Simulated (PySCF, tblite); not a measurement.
# BGaH4O2, a small molecule taken as a stand-in for a surface group (gallium hydroxide): NMR shifts, core binding energies and electronic excitations, part 2 of 2

tblite 0.8.0 and PySCF 2.14.0. Atoms count from 0, parts from 1.

### 5 X-ray photoelectron lines: SCAN, X2C

What the job is given:

```
{"job": {"kind": "xps", "holes": 5}, "charge": 0, "multiplicity": 1}
O      1.202215     1.438112    -0.404689
Ga     0.072441     0.159048     0.141881
O     -0.496042     0.233693     1.839424
B     -0.543655    -1.341159    -1.144184
H      1.432457     2.116958     0.236594
H     -0.160677     0.958816     2.375035
H      0.069692    -2.376675    -1.242638
H     -1.530354    -1.217362    -1.829310
```

Level: delta-SCF UKS SCAN, pcX-2 on the ionised atom, pcseg-1 elsewhere, spin-free X2C.

Standard output:

```text
ground state, core basis on atom 0 (O), 120 functions
  cycle   1  E = -2117.22278215  |g| = 1.15e+00
  cycle   2  E = -2114.09380620  |g| = 3.20e+00
  cycle   3  E = -2117.35841749  |g| = 5.14e-01
  cycle   4  E = -2117.46010478  |g| = 1.94e-01
  cycle   5  E = -2117.46249278  |g| = 1.73e-01
  cycle   6  E = -2117.46803942  |g| = 3.67e-02
  cycle   7  E = -2117.46835517  |g| = 5.40e-03
  cycle   8  E = -2117.46835832  |g| = 1.34e-03
  cycle   9  E = -2117.46835973  |g| = 2.56e-04
  E(ground) = -2117.72887076 Eh
hole in O 1s of atom 0
  cycle   1  E = -2096.88157386  |g| = 2.22e+00
  cycle   2  E = -2096.37893192  |g| = 2.23e+00
  cycle   3  E = -2097.57873651  |g| = 5.88e-01
  cycle   4  E = -2097.46984758  |g| = 7.50e-01
  cycle   5  E = -2097.70712268  |g| = 7.43e-02
  cycle   6  E = -2097.70976311  |g| = 3.13e-02
  cycle   7  E = -2097.71047520  |g| = 6.83e-03
  cycle   8  E = -2097.71049944  |g| = 1.61e-03
  cycle   9  E = -2097.71050213  |g| = 6.04e-04
  cycle  10  E = -2097.71050231  |g| = 1.79e-04
  E(ion) = -2097.97246004 Eh   <S^2> = 0.7631   hole on atom = 1.000   binding energy = 537.599 eV
ground state, core basis on atom 3 (B), 120 functions
  cycle   1  E = -2117.42711500  |g| = 8.15e-02
  cycle   2  E = -2117.42360557  |g| = 1.49e-01
  cycle   3  E = -2117.42800518  |g| = 1.94e-02
  cycle   4  E = -2117.42803470  |g| = 1.50e-02
  cycle   5  E = -2117.42808095  |g| = 2.08e-03
  cycle   6  E = -2117.42808172  |g| = 3.34e-04
  E(ground) = -2117.69317657 Eh
hole in B 1s of atom 3
  cycle   1  E = -2109.77366119  |g| = 1.13e+00
  cycle   2  E = -2107.44428388  |g| = 2.10e+00
  cycle   3  E = -2109.86134004  |g| = 8.19e-01
  cycle   4  E = -2110.14010524  |g| = 2.68e-01
  cycle   5  E = -2109.15680254  |g| = 9.82e-01
  cycle   6  E = -2110.15674007  |g| = 2.09e-01
  cycle   7  E = -2110.00962995  |g| = 5.10e-01
  cycle   8  E = -2110.03628083  |g| = 4.65e-01
  cycle   9  E = -2110.05943800  |g| = 4.20e-01
  cycle  10  E = -2110.07090836  |g| = 3.99e-01
  cycle  11  E = -2110.08463523  |g| = 3.70e-01
  cycle  12  E = -2110.10339419  |g| = 3.29e-01
  cycle  13  E = -2110.14921942  |g| = 2.25e-01
  cycle  14  E = -2110.13793527  |g| = 2.57e-01
  cycle  15  E = -2110.12670298  |g| = 2.85e-01
  cycle  16  E = -2110.12465515  |g| = 2.92e-01
  cycle  17  E = -2110.12489943  |g| = 2.91e-01
  cycle  18  E = -2110.13188753  |g| = 2.73e-01
  cycle  19  E = -2110.14943160  |g| = 2.24e-01
  cycle  20  E = -2110.18136263  |g| = 1.43e-01
  cycle  21  E = -2110.12236112  |g| = 2.92e-01
  cycle  22  E = -2110.10697498  |g| = 3.21e-01
  cycle  23  E = -2110.11043289  |g| = 3.13e-01
  cycle  24  E = -2110.11742462  |g| = 2.98e-01
  cycle  25  E = -2110.14903451  |g| = 2.29e-01
  cycle  26  E = -2110.14955475  |g| = 2.32e-01
  cycle  27  E = -2110.14982001  |g| = 2.31e-01
  cycle  28  E = -2110.15240115  |g| = 2.25e-01
  cycle  29  E = -2110.15362866  |g| = 2.22e-01
  cycle  30  E = -2110.15333392  |g| = 2.23e-01
  cycle  31  E = -2110.14115021  |g| = 2.51e-01
  cycle  32  E = -2110.16863456  |g| = 1.84e-01
  cycle  33  E = -2110.11847045  |g| = 2.98e-01
  cycle  34  E = -2110.13427692  |g| = 2.70e-01
  cycle  35  E = -2110.18598458  |g| = 1.20e-01
  cycle  36  E = -2110.18170470  |g| = 1.32e-01
  cycle  37  E = -2110.19243265  |g| = 6.01e-02
  cycle  38  E = -2110.18704305  |g| = 1.04e-01
  cycle  39  E = -2110.18403722  |g| = 1.21e-01
  cycle  40  E = -2110.18818043  |g| = 9.61e-02
  cycle  41  E = -2110.18916689  |g| = 8.92e-02
  cycle  42  E = -2110.18365455  |g| = 1.23e-01
  cycle  43  E = -2110.18713098  |g| = 1.03e-01
  cycle  44  E = -2110.18778677  |g| = 9.86e-02
  cycle  45  E = -2110.18872619  |g| = 9.16e-02
  cycle  46  E = -2110.18366329  |g| = 1.19e-01
  cycle  47  E = -2110.18769937  |g| = 1.03e-01
  cycle  48  E = -2110.18418632  |g| = 1.17e-01
  cycle  49  E = -2110.19263377  |g| = 5.40e-02
  cycle  50  E = -2110.19277747  |g| = 5.22e-02
hole again with damping 0.5
  cycle   1  E = -2109.77366119  |g| = 1.13e+00
  cycle   2  E = -2107.44428388  |g| = 2.10e+00
  cycle   3  E = -2108.48728532  |g| = 1.61e+00
  cycle   4  E = -2108.12948382  |g| = 1.74e+00
  cycle   5  E = -2108.48546385  |g| = 1.66e+00
  cycle   6  E = -2101.22003674  |g| = 3.46e+00
  cycle   7  E = -2110.13747697  |g| = 3.13e-01
  cycle   8  E = -2110.00137740  |g| = 5.58e-01
  cycle   9  E = -2109.95063657  |g| = 6.18e-01
  cycle  10  E = -2110.15244593  |g| = 2.11e-01
  cycle  11  E = -2110.08041709  |g| = 3.79e-01
  cycle  12  E = -2110.09468567  |g| = 3.49e-01
  cycle  13  E = -2110.12056962  |g| = 2.91e-01
  cycle  14  E = -2110.13552794  |g| = 2.66e-01
  cycle  15  E = -2110.10645193  |g| = 3.21e-01
  cycle  16  E = -2110.10156455  |g| = 3.36e-01
  cycle  17  E = -2110.10276925  |g| = 3.32e-01
  cycle  18  E = -2110.10072522  |g| = 3.36e-01
  cycle  19  E = -2110.10332589  |g| = 3.27e-01
  cycle  20  E = -2110.09752688  |g| = 3.43e-01
  cycle  21  E = -2110.11811833  |g| = 3.09e-01
  cycle  22  E = -2110.11504965  |g| = 3.03e-01
  cycle  23  E = -2110.16539517  |g| = 1.93e-01
  cycle  24  E = -2110.13338130  |g| = 2.75e-01
  cycle  25  E = -2110.13407145  |g| = 2.73e-01
  cycle  26  E = -2110.13751764  |g| = 2.66e-01
  cycle  27  E = -2110.13421215  |g| = 2.69e-01
  cycle  28  E = -2110.14178740  |g| = 2.47e-01
  cycle  29  E = -2110.15491767  |g| = 2.15e-01
  cycle  30  E = -2110.14611467  |g| = 2.37e-01
  cycle  31  E = -2110.15803066  |g| = 2.03e-01
  cycle  32  E = -2110.14296300  |g| = 2.55e-01
  cycle  33  E = -2110.17601469  |g| = 1.62e-01
  cycle  34  E = -2110.19434136  |g| = 2.38e-02
  cycle  35  E = -2110.19102641  |g| = 7.38e-02
  cycle  36  E = -2110.17781892  |g| = 1.50e-01
  cycle  37  E = -2110.18442305  |g| = 1.21e-01
  cycle  38  E = -2110.18634804  |g| = 1.10e-01
  cycle  39  E = -2110.16292407  |g| = 2.03e-01
  cycle  40  E = -2110.16793997  |g| = 1.86e-01
  cycle  41  E = -2110.17227413  |g| = 1.71e-01
  cycle  42  E = -2110.19131609  |g| = 7.09e-02
  cycle  43  E = -2110.19147375  |g| = 7.03e-02
  cycle  44  E = -2110.19472963  |g| = 1.37e-02
  cycle  45  E = -2110.19458494  |g| = 1.99e-02
  cycle  46  E = -2110.19471155  |g| = 1.47e-02
  cycle  47  E = -2110.19460435  |g| = 1.86e-02
  cycle  48  E = -2110.19483336  |g| = 7.33e-03
  cycle  49  E = -2110.19483079  |g| = 7.61e-03
  cycle  50  E = -2110.19484671  |g| = 5.90e-03
  cycle  51  E = -2110.19485990  |g| = 3.79e-03
  cycle  52  E = -2110.19486301  |g| = 3.22e-03
  cycle  53  E = -2110.19486706  |g| = 2.50e-03
  cycle  54  E = -2110.19487005  |g| = 4.37e-04
  E(ion) = -2110.45904237 Eh   <S^2> = 1.2465   hole on atom = 1.000   binding energy = 196.851 eV
```

It took 32 s on 1 thread of Arm Neoverse V1, shared host; peak memory 0.5 GiB.

The holes in one table. −ε is the ground-state orbital energy:

```
     hole  stands for              environment          ΔSCF (eV)  −ε (eV)   ⟨S²⟩
O1s on O0      O0, O2   oxygen bonded to Ga, H             537.60    516.2  0.763
B1s on B3          B3  boron bonded to Ga, 2 H  196.85 (doubtful)    181.4  1.246
```

Each hole run stands for the others of its class of like atoms.

Doubtful: the ion did not converge, its hole moved, or its ⟨S²⟩ is well above 0.75.

### 6 Excited states and response: CAM-B3LYP/def2-SVPD

Same as in step 5 but for these lines:

```diff
@@ -1,2 +1,2 @@
-{"job": {"kind": "xps", "holes": 5}, "charge": 0, "multiplicity": 1}
+{"job": {"kind": "uv", "xc": "CAM-B3LYP", "basis": "def2-SVPD", "nstates": 6, "ntriplets": 2, "ip": true}, "charge": 0, "multiplicity": 1}
 O      1.202215     1.438112    -0.404689
```

Level: TDDFT CAM-B3LYP/def2-SVPD, vertical, gas phase, core orbitals frozen in the response.

Standard output:

```text
coarse grid: 32848 points
cycle   1  E = -2102.0290642076  dE = -3.261e-01  |g| = 1.117e+00  |ddm| = 3.224e+00
cycle   2  E = -2101.7285821687  dE =  3.005e-01  |g| = 1.713e+00  |ddm| = 3.119e+00
cycle   3  E = -2102.2638548051  dE = -5.353e-01  |g| = 6.745e-02  |ddm| = 1.859e+00
cycle   4  E = -2102.2646978341  dE = -8.430e-04  |g| = 4.097e-02  |ddm| = 1.336e-01
cycle   5  E = -2102.2649027921  dE = -2.050e-04  |g| = 8.671e-03  |ddm| = 3.184e-02
cycle   6  E = -2102.2649182318  dE = -1.544e-05  |g| = 1.486e-03  |ddm| = 1.631e-02
cycle   7  E = -2102.2649192404  dE = -1.009e-06  |g| = 2.854e-04  |ddm| = 4.782e-03
final grid: 68408 points
cycle   8  E = -2102.2649506945  dE = -2.496e-08  |g| = 3.069e-04  |ddm| = 1.392e-03
cycle   9  E = -2102.2649506788  dE =  1.570e-08  |g| = 4.411e-04  |ddm| = 6.780e-04
cycle  10  E = -2102.2649507137  dE = -3.490e-08  |g| = 3.287e-05  |ddm| = 3.906e-04
cycle  11  E = -2102.2649507139  dE = -2.624e-10  |g| = 1.407e-05  |ddm| = 5.815e-05
converged SCF energy = -2102.2649507139

Static polarisability (au): isotropic 50.146, principal 42.634 48.111 59.693

Singlet excitations
state   eV       nm        f      main configurations
  1   4.2054    294.8   0.00658   H->L 0.97
  2   5.5247    224.4   0.00000   H-4->L 0.79, H-3->L 0.19
  3   5.8502    211.9   0.00274   H-1->L 0.98
  4   6.0436    205.1   0.00108   H-2->L 0.99
  5   6.4904    191.0   0.00002   H-3->L 0.72, H-4->L 0.18
  6   6.8397    181.3   0.00010   H-1->L+1 0.82

Triplet excitations (Tamm-Dancoff, eV): 3.3531 4.8100
Vertical ionisation energy (delta-SCF) = 11.1202 eV
Vertical electron affinity (delta-SCF) = 0.7446 eV
```

It took 90 s on 1 thread of Arm Neoverse V1, shared host; peak memory 0.62 GiB.

The orbitals next to the gap, with their largest atomic shares:

```
orbital      eV                       atoms
 HOMO−3  -10.81   O2 40 %, O0 39 %, Ga1 8 %
 HOMO−2  -10.39   O0 44 %, O2 44 %, Ga1 6 %
 HOMO−1  -10.20   O0 44 %, O2 43 %, Ga1 6 %
   HOMO  -10.03   B3 41 %, Ga1 25 %, O0 8 %
   LUMO   -1.53  B3 57 %, Ga1 18 %, H6 10 %
 LUMO+1    0.09  Ga1 57 %, O2 12 %, O0 12 %
 LUMO+2    0.63  Ga1 48 %, B3 19 %, O2 14 %
```

With each of the 6 states as a Gaussian band of 0.4 eV half-width at 1/e, the curve within the window shown has maxima at 295 nm (ε 270), 210 nm (ε 150) L/(mol cm). Beyond the last state computed it falls off for lack of states. The curve at chosen wavelengths:

```json
{"nm": "174", "ε (L/mol/cm)": "2"}
{"nm": "181", "ε (L/mol/cm)": "5"}
{"nm": "188", "ε (L/mol/cm)": "13"}
{"nm": "194", "ε (L/mol/cm)": "38"}
{"nm": "201", "ε (L/mol/cm)": "96"}
{"nm": "208", "ε (L/mol/cm)": "144"}
{"nm": "215", "ε (L/mol/cm)": "135"}
{"nm": "222", "ε (L/mol/cm)": "86"}
{"nm": "228", "ε (L/mol/cm)": "45"}
{"nm": "235", "ε (L/mol/cm)": "16"}
{"nm": "242", "ε (L/mol/cm)": "6"}
{"nm": "249", "ε (L/mol/cm)": "7"}
{"nm": "256", "ε (L/mol/cm)": "20"}
{"nm": "262", "ε (L/mol/cm)": "45"}
{"nm": "269", "ε (L/mol/cm)": "93"}
{"nm": "276", "ε (L/mol/cm)": "156"}
{"nm": "283", "ε (L/mol/cm)": "217"}
{"nm": "290", "ε (L/mol/cm)": "257"}
{"nm": "296", "ε (L/mol/cm)": "266"}
{"nm": "303", "ε (L/mol/cm)": "247"}
{"nm": "310", "ε (L/mol/cm)": "207"}
{"nm": "317", "ε (L/mol/cm)": "158"}
{"nm": "324", "ε (L/mol/cm)": "111"}
{"nm": "330", "ε (L/mol/cm)": "78"}
{"nm": "337", "ε (L/mol/cm)": "48"}
{"nm": "344", "ε (L/mol/cm)": "29"}
```

Ground-state properties from the same run:

```
           property  computed
  dipole moment (D)      0.47
polarisability (Å³)      7.43
 HOMO–LUMO gap (eV)      8.50
      −ε(HOMO) (eV)     10.03
```

### 7 Summary of results

This closing draws on all 2 parts.

| quantity | value |
| --- | --- |
| point group | C2v |
| rotational constants (main isotopes) | 6.21, 5.12, 2.88 GHz |
| ¹H shifts against TMS (PBE0/pcSseg-2, means over atoms taken as alike) | 10.94, 1.47 ppm |
| ¹⁷O shifts against H2O (PBE0/pcSseg-2, means over atoms taken as alike) | 72.5 ppm |
| ⁷¹Ga shifts against GaH4- (PBE0/pcSseg-2) | 269 ppm |
| ¹¹B shifts against BF3·OEt2 (PBE0/pcSseg-2) | 126.3 ppm |
| O1s binding energies, SCAN/pcX-2 | O0 537.60 eV |
| lowest singlet (CAM-B3LYP/def2-SVPD) | 4.21 eV (295 nm), f = 0.007 |
| lowest triplet | 3.35 eV |
| vertical ionisation energy (ΔSCF) | 11.12 eV |
| vertical electron affinity (ΔSCF) | 0.74 eV |

The optimisation took 7 steps and gained 0.442 eV; among the close pairs (by a distance rule), Ga1–O2 changed most, from 1.734 to 1.792 Å (PBE0/def2-SVP). No frequency check was run at this level, so the end point may be a saddle. At PBE0/pcSseg-2: The widest tensor belongs to B3: span 307 ppm, with a paramagnetic part of -216 ppm. The lowest singlet, at 4.21 eV, is HOMO→LUMO 0.97 and is weak. The lowest triplet lies 0.85 eV below the lowest singlet (triplets in Tamm-Dancoff, singlets in full TDDFT). ΔSCF puts the ionisation energy at 11.12 eV, 1.09 eV above −ε(HOMO). Spin-orbit coupling is left out, which matters for shieldings and couplings at and beside the heavy atoms.
